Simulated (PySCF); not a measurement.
# C6H9Bi (Bi(vinyl)3): the cost of one run

Programs: PySCF 2.14.0, with routines of our own; each step states its level. All values are computed. Atoms count from 0.

## 1. The starting structure

16 atoms, charge 0, multiplicity 1; geometry from: GFN2-xTB.

## 2. Geometry optimisation at PBE0-D3(BJ)/def2-SVP

The job: settings as JSON, then the geometry in Å.

```
{"job": {"xc": "PBE0", "basis": "def2-SVP", "d3": "d3bj", "grid": 1, "maxiter": 30, "shake": 0.03, "kind": "geom"}, "charge": 0, "multiplicity": 1}
Bi     0.052840    -0.064160     1.122250
C      1.804620    -0.043520    -0.205370
C      2.967740    -0.370040     0.182250
H      1.751080     0.243160    -1.241360
H      3.225430    -0.656390     1.200010
H      3.870820    -0.371520    -0.462570
C     -0.863900     1.610070    -0.196850
C     -1.149590     2.847710     0.191950
H     -1.057450     1.347710    -1.168300
H     -1.055290     3.143250     1.257090
H     -1.633990     3.572680    -0.428630
C     -0.943540    -1.566810    -0.153000
C     -1.891410    -2.449240     0.233150
H     -0.735260    -1.531120    -1.195080
H     -2.120510    -2.568930     1.297530
H     -2.255940    -3.176800    -0.366660
```

The run is started by

```console
$ OMP_NUM_THREADS=1 python heavy_run.py task.json out
```

The driver reads the jobs from task.json and runs them one after another.

**Question.** How long does this first job take on 1 thread of Intel Xeon Platinum 8488C, shared host, and how much memory does it need?

About 2.4 min, with a peak of 0.61 GiB.
